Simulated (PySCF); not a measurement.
# One shape, several levels: Si2H3F3 (SMILES F[SiH2][SiH](F)F)

We compute a comparison of 6 runs (HF/def2-SVP, B2PLYP/6-31G*, B3LYP/6-31G*, CAM-B3LYP/cc-pVDZ, PBE0/def2-SVP) of Si2H3F3. Input form: a Python script.

The results are computed with PySCF 2.14.0.

## Step 1: The structure to begin with

Si2H3F3: 8 atoms, total charge 0, spin state singlet. As SMILES, `F[SiH2][SiH](F)F`. Geometry: relaxed at PBE0-D4/def2-TZVP. This is one conformer, not always the lowest.

Bond lengths: F1–Si2 1.602 Å, Si2–Si3 2.355 Å, Si3–F4 1.591 Å, Si3–F5 1.591 Å, Si2–H6 1.485 Å, Si2–H7 1.485 Å, Si3–H8 1.483 Å. Some angles: F1–Si2–Si3 109.8°, Si2–Si3–F4 109.9°, Si2–Si3–F5 109.9°, F4–Si3–F5 107.3°, F1–Si2–H6 108.6°, F1–Si2–H7 108.6°, Si3–Si2–H6 110.1°, Si3–Si2–H7 110.1°, Si2–Si3–H8 114.2°, F4–Si3–H8 107.7°.

## Step 2: Energy and gradient at HF/def2-SVP (run 1)

The input, calc.py:

```python
import pyscf.grad
from pyscf import gto

mol = gto.M(
    atom='''
F     -3.311745    -0.081447     2.789803
Si    -0.480557     0.742284     2.107612
Si     0.550855    -0.646853    -1.992527
F      0.290640    -3.637912    -2.154855
F     -1.370051     0.529312    -3.984488
H     -0.302545     3.539268     2.253309
H      1.262337    -0.405913     3.983543
H      3.143748     0.026267    -2.812857
''',
    unit='bohr',
    basis='def2-svp',
    verbose=3,
    max_memory=1860,
    charge=0,
)

myscf = mol.RHF()
myscf.conv_tol = 1e-10
myscf.kernel()
if not myscf.converged:
    myscf = myscf.newton().run(myscf.mo_coeff, myscf.mo_occ)

e_tot = myscf.e_tot
print('Final energy', e_tot)
grad = myscf.Gradients().kernel()
myscf.analyze()
```

Started as:

```
$ OMP_NUM_THREADS=1 python calc.py
```

The program printed:

```text
converged SCF energy = -877.66947944909
[... 14 lines left out ...]
MO #5   energy= -26.2885576955139  occ= 2
[... 7 lines left out ...]
MO #13  energy= -4.29531401939705  occ= 2
[... 7 lines left out ...]
MO #21  energy= -0.705308823010293 occ= 2
[... 7 lines left out ...]
MO #29  energy= -0.434978682803002 occ= 2
[... 7 lines left out ...]
MO #37  energy= 0.301705805078675  occ= 0
[... 7 lines left out ...]
MO #45  energy= 0.636514445786348  occ= 0
[... 7 lines left out ...]
MO #53  energy= 1.05220142026819   occ= 0
[... 7 lines left out ...]
MO #61  energy= 1.55239528010329   occ= 0
[... 7 lines left out ...]
MO #69  energy= 1.80408085972292   occ= 0
[... 7 lines left out ...]
MO #77  energy= 2.38231222761865   occ= 0
[... 7 lines left out ...]
MO #85  energy= 3.45310485667052   occ= 0
[... 7 lines left out ...]
MO #93  energy= 3.99731328693938   occ= 0
[... 9 lines left out ...]
Dipole moment(X, Y, Z, Debye):  2.33916,  1.32188,  0.89442
```

Run time: 7.8 s. Hardware: 1 thread of Intel Xeon at 2.70GHz, shared host; peak memory 0.19 GiB.

## Step 3: The energy at B2PLYP/6-31G(d) (spherical functions) (run 2)

The input, start.xyz:

```xyz
8

F     -1.752500    -0.043100     1.476300
Si    -0.254300     0.392800     1.115300
Si     0.291500    -0.342300    -1.054400
F      0.153800    -1.925100    -1.140300
F     -0.725000     0.280100    -2.108500
H     -0.160100     1.872900     1.192400
H      0.668000    -0.214800     2.108000
H      1.663600     0.013900    -1.488500
```

The input, run.py:

```python
from pyscf import gto, dft, mp

molecule = gto.Mole()
molecule.atom = 'start.xyz'
molecule.basis = '6-31g*'
molecule.max_memory = 1860
molecule.verbose = 4
molecule.build()

ks = dft.RKS(molecule, xc='0.53*HF + 0.47*B88, 0.73*LYP')
ks.conv_tol = 1e-10
ks.grids.level = 5
ks.kernel()
if not ks.converged:
    ks = ks.newton().run(ks.mo_coeff, ks.mo_occ)

pt = mp.MP2(ks, frozen=13).run()
etot = ks.e_tot + 0.27 * pt.e_corr
print('PT2 part  %.8f' % (0.27 * pt.e_corr))
print(f'total energy: {etot:.8f} hartree')
dip = ks.dip_moment()
pop, q = ks.mulliken_pop()
```

Started as:

```
$ OMP_NUM_THREADS=1 python run.py
```

The program printed:

```text
PySCF version 2.14.0

[... 78 lines left out ...]
converged SCF energy = -879.730562120177
[... 9 lines left out ...]
total energy: -879.94924402 hartree
Dipole moment(X, Y, Z, Debye):  2.05689,  1.16868,  0.80097
[... 54 lines left out ...]
pop of  3 F 2px           1.13645
pop of  3 F 2py           1.04220
pop of  3 F 2pz           1.13658
pop of  3 F 3px           0.75925
pop of  3 F 3py           0.63932
pop of  3 F 3pz           0.76166
pop of  3 F 3dxy          0.00336
pop of  3 F 3dyz          0.00342
pop of  3 F 3dz^2         0.00161
pop of  3 F 3dxz          0.00008
pop of  3 F 3dx2-y2       0.00467
pop of  4 F 1s            1.99751
pop of  4 F 2s            0.92599
pop of  4 F 3s            1.03405
pop of  4 F 2px           1.10250
pop of  4 F 2py           1.11674
pop of  4 F 2pz           1.09597
pop of  4 F 3px           0.71066
pop of  4 F 3py           0.74538
pop of  4 F 3pz           0.70422
pop of  4 F 3dxy          0.00225
pop of  4 F 3dyz          0.00241
pop of  4 F 3dz^2         0.00275
pop of  4 F 3dxz          0.00382
pop of  4 F 3dx2-y2       0.00191
pop of  5 H 1s            0.50778
pop of  5 H 2s            0.60559
pop of  6 H 1s            0.50780
pop of  6 H 2s            0.60553
pop of  7 H 1s            0.51091
pop of  7 H 2s            0.62923
 ** Mulliken atomic charges  **
charge of    0F =     -0.45665
charge of    1Si =      0.66261
charge of    2Si =      1.05320
charge of    3F =     -0.44615
charge of    4F =     -0.44616
charge of    5H =     -0.11337
charge of    6H =     -0.11334
charge of    7H =     -0.14014
```

It took 24 s on 1 thread of Intel Xeon at 2.70GHz, shared host; peak memory 0.44 GiB.

Runs 3 to 4 aren't shown in full; the table further down has their settings and results.

## Step 4: Energy and gradient at CAM-B3LYP/cc-pVDZ (run 5)

The input, run.py:

```python
# F[SiH2][SiH](F)F
import pyscf.grad
from pyscf import gto, dft

mol = gto.M(
    atom='''
F     -3.311745    -0.081447     2.789803
Si    -0.480557     0.742284     2.107612
Si     0.550855    -0.646853    -1.992527
F      0.290640    -3.637912    -2.154855
F     -1.370051     0.529312    -3.984488
H     -0.302545     3.539268     2.253309
H      1.262337    -0.405913     3.983543
H      3.143748     0.026267    -2.812857
''',
    basis='cc-pvdz',
    charge=0,
    verbose=3,
    max_memory=1860,
    unit='bohr',
)

mf = dft.RKS(mol)
mf.xc = 'cam-b3lyp'
mf.conv_tol = 1e-10
mf.grids.level = 5
mf.kernel()
if not mf.converged:
    mf = mf.newton().run(mf.mo_coeff, mf.mo_occ)

e_final = mf.e_tot
print('E(%s) = %.9f' % ('CAM-B3LYP', e_final))
grad = mf.Gradients().kernel()
mf.analyze()
```

Started as:

```
$ OMP_NUM_THREADS=1 python run.py
```

The program printed:

```text
converged SCF energy = -880.409352582941
[... 14 lines left out ...]
MO #5   energy= -24.770344483805   occ= 2
[... 7 lines left out ...]
MO #13  energy= -3.77158136265997  occ= 2
[... 7 lines left out ...]
MO #21  energy= -0.549448622579325 occ= 2
[... 7 lines left out ...]
MO #29  energy= -0.361199364071679 occ= 2
[... 7 lines left out ...]
MO #37  energy= 0.275132951096761  occ= 0
[... 7 lines left out ...]
MO #45  energy= 0.446671836756836  occ= 0
[... 7 lines left out ...]
MO #53  energy= 0.762369710119175  occ= 0
[... 7 lines left out ...]
MO #61  energy= 1.28911546413108   occ= 0
[... 7 lines left out ...]
MO #69  energy= 1.54574319374025   occ= 0
[... 7 lines left out ...]
MO #77  energy= 2.3059003515342    occ= 0
[... 7 lines left out ...]
MO #85  energy= 3.64135717489116   occ= 0
[... 7 lines left out ...]
MO #93  energy= 3.9310155924271    occ= 0
[... 9 lines left out ...]
Dipole moment(X, Y, Z, Debye):  1.94516,  1.12250,  0.79681
```

It took 64 s on 1 thread of Intel Xeon at 2.70GHz, shared host; peak memory 0.92 GiB.

## Step 5: Energy and gradient at PBE0/def2-SVP (run 6)

The input, job.py:

```python
# F[SiH2][SiH](F)F
from pyscf import gto, dft

mol = gto.Mole()
mol.atom = [
    ('F', (-1.752500, -0.043100, 1.476300)),
    ('Si', (-0.254300, 0.392800, 1.115300)),
    ('Si', (0.291500, -0.342300, -1.054400)),
    ('F', (0.153800, -1.925100, -1.140300)),
    ('F', (-0.725000, 0.280100, -2.108500)),
    ('H', (-0.160100, 1.872900, 1.192400)),
    ('H', (0.668000, -0.214800, 2.108000)),
    ('H', (1.663600, 0.013900, -1.488500)),
]
mol.basis = 'def2-svp'
mol.verbose = 3
mol.max_memory = 1860
mol.charge = 0
mol.build()

ks = dft.RKS(mol, xc='pbe0')
ks.grids.level = 5
ks.conv_tol = 1e-10
ks.kernel()
if not ks.converged:
    ks = ks.newton().run(ks.mo_coeff, ks.mo_occ)

energy = ks.e_tot
print('E = %.10f Eh' % energy)
grad = ks.nuc_grad_method().kernel()
dip = ks.dip_moment()
pop, q = ks.mulliken_pop()
```

Started as:

```
$ OMP_NUM_THREADS=1 python job.py
```

The program printed:

```text
converged SCF energy = -879.523199146062
E = -879.5231991461 Eh
--------------- RKS gradients ---------------
         x                y                z
0 F     0.0175018049     0.0054057756    -0.0035108479
1 Si    -0.0153786634    -0.0035623011     0.0058510028
2 Si    -0.0123899208    -0.0110967426    -0.0139243113
3 F     0.0019312689     0.0197103482     0.0003560158
4 F     0.0129869269    -0.0080795343     0.0125356795
5 H    -0.0005512328    -0.0025435557     0.0001703861
6 H    -0.0019785770     0.0010227378    -0.0014101474
7 H    -0.0021061039    -0.0008667832    -0.0000672212
----------------------------------------------
Dipole moment(X, Y, Z, Debye):  1.90201,  1.08318,  0.74638
 ** Mulliken pop  **
pop of  0 F 1s            1.99005
pop of  0 F 2s            1.12438
pop of  0 F 3s            0.80054
pop of  0 F 2px           1.05803
pop of  0 F 2py           1.14493
pop of  0 F 2pz           1.14583
pop of  0 F 3px           0.62226
pop of  0 F 3py           0.72005
pop of  0 F 3pz           0.72552
pop of  0 F 3dxy          0.00140
pop of  0 F 3dyz          0.00017
pop of  0 F 3dz^2         0.00065
pop of  0 F 3dxz          0.00135
pop of  0 F 3dx2-y2       0.00164
pop of  1 Si 1s           1.99931
pop of  1 Si 2s           1.98281
pop of  1 Si 3s           1.04732
pop of  1 Si 4s           0.18848
pop of  1 Si 2px          1.97445
pop of  1 Si 2py          1.97667
pop of  1 Si 2pz          1.97669
pop of  1 Si 3px          0.34083
pop of  1 Si 3py          0.45931
pop of  1 Si 3pz          0.47309
pop of  1 Si 4px          0.12511
pop of  1 Si 4py          0.34150
pop of  1 Si 4pz          0.35921
pop of  1 Si 3dxy         0.05834
pop of  1 Si 3dyz         0.01768
pop of  1 Si 3dz^2        0.04802
pop of  1 Si 3dxz         0.07750
pop of  1 Si 3dx2-y2      0.07905
pop of  2 Si 1s           1.99926
pop of  2 Si 2s           1.98238
pop of  2 Si 3s           1.00868
pop of  2 Si 4s           0.10487
pop of  2 Si 2px          1.97638
pop of  2 Si 2py          1.97473
pop of  2 Si 2pz          1.97642
pop of  2 Si 3px          0.42243
pop of  2 Si 3py          0.33232
pop of  2 Si 3pz          0.43384
pop of  2 Si 4px          0.24016
pop of  2 Si 4py          0.10472
pop of  2 Si 4pz          0.23870
pop of  2 Si 3dxy         0.08628
pop of  2 Si 3dyz         0.09202
pop of  2 Si 3dz^2        0.09366
pop of  2 Si 3dxz         0.05019
pop of  2 Si 3dx2-y2      0.10587
pop of  3 F 1s            1.99005
pop of  3 F 2s            1.12589
pop of  3 F 3s            0.79463
pop of  3 F 2px           1.14730
pop of  3 F 2py           1.05557
pop of  3 F 2pz           1.14723
pop of  3 F 3px           0.72634
pop of  3 F 3py           0.60432
pop of  3 F 3pz           0.72971
pop of  3 F 3dxy          0.00135
pop of  3 F 3dyz          0.00135
pop of  3 F 3dz^2         0.00066
pop of  3 F 3dxz          0.00002
pop of  3 F 3dx2-y2       0.00195
pop of  4 F 1s            1.99005
pop of  4 F 2s            1.12589
pop of  4 F 3s            0.79464
pop of  4 F 2px           1.11463
pop of  4 F 2py           1.12780
pop of  4 F 2pz           1.10764
pop of  4 F 3px           0.67714
pop of  4 F 3py           0.70930
pop of  4 F 3pz           0.67396
pop of  4 F 3dxy          0.00090
pop of  4 F 3dyz          0.00096
pop of  4 F 3dz^2         0.00111
pop of  4 F 3dxz          0.00159
pop of  4 F 3dx2-y2       0.00078
pop of  5 H 1s            0.73540
pop of  5 H 2s            0.33074
pop of  5 H 2px           0.00043
pop of  5 H 2py           0.00830
pop of  5 H 2pz           0.00120
pop of  6 H 1s            0.73543
pop of  6 H 2s            0.33069
pop of  6 H 2px           0.00332
pop of  6 H 2py           0.00210
pop of  6 H 2pz           0.00451
pop of  7 H 1s            0.74230
pop of  7 H 2s            0.35816
pop of  7 H 2px           0.00732
pop of  7 H 2py           0.00079
pop of  7 H 2pz           0.00147
 ** Mulliken atomic charges  **
charge of    0F =     -0.33679
charge of    1Si =      0.47464
charge of    2Si =      0.77709
charge of    3F =     -0.32637
charge of    4F =     -0.32640
charge of    5H =     -0.07606
charge of    6H =     -0.07605
charge of    7H =     -0.11005
```

Run time: 41 s. Hardware: 1 thread of Intel Xeon at 2.70GHz, shared host; peak memory 0.92 GiB.

## Step 6: All runs side by side

```
run                                level      task  frozen core orbitals  energy (Eh)  dipole moment (D)  HOMO energy (eV)  LUMO energy (eV)  wall time
  1                          HF/def2-SVP  gradient                     –  -877.669479               2.83            -11.84              2.52      7.8 s
  2  B2PLYP/6-31G* (spherical functions)    energy                    13  -879.949244               2.50             -9.66              0.45       24 s
  3   B3LYP/6-31G* (spherical functions)  gradient                     –  -880.473549               2.25             -8.20             -0.94       46 s
  4   B3LYP/6-31G* (Cartesian functions)  gradient                     –  -880.480865               2.26             -8.20             -0.98       41 s
  5                    CAM-B3LYP/cc-pVDZ  gradient                     –  -880.409353               2.38             -9.83              0.23       64 s
  6                        PBE0/def2-SVP  gradient                     –  -879.523199               2.31             -8.57             -0.88       41 s
```

## Step 7: Results

```
                       quantity          value
            run 6: total energy  -879.52320 Eh
           run 6: dipole moment         2.31 D
             run 6: HOMO energy       -8.57 eV
             run 6: LUMO energy       -0.88 eV
           run 6: HOMO–LUMO gap        7.69 eV
run 6: largest force on an atom     1.115 eV/Å
```

The dipole moment (its size) runs from 2.25 D (B3LYP/6-31G*) to 2.83 D (HF/def2-SVP). The two ends differ in method and basis. The HOMO–LUMO gap runs from 7.23 eV (B3LYP/6-31G*) to 14.36 eV (HF/def2-SVP). Totals of different functionals can't be ranked against each other. All runs together took 3.7 min, the longest 64 s.
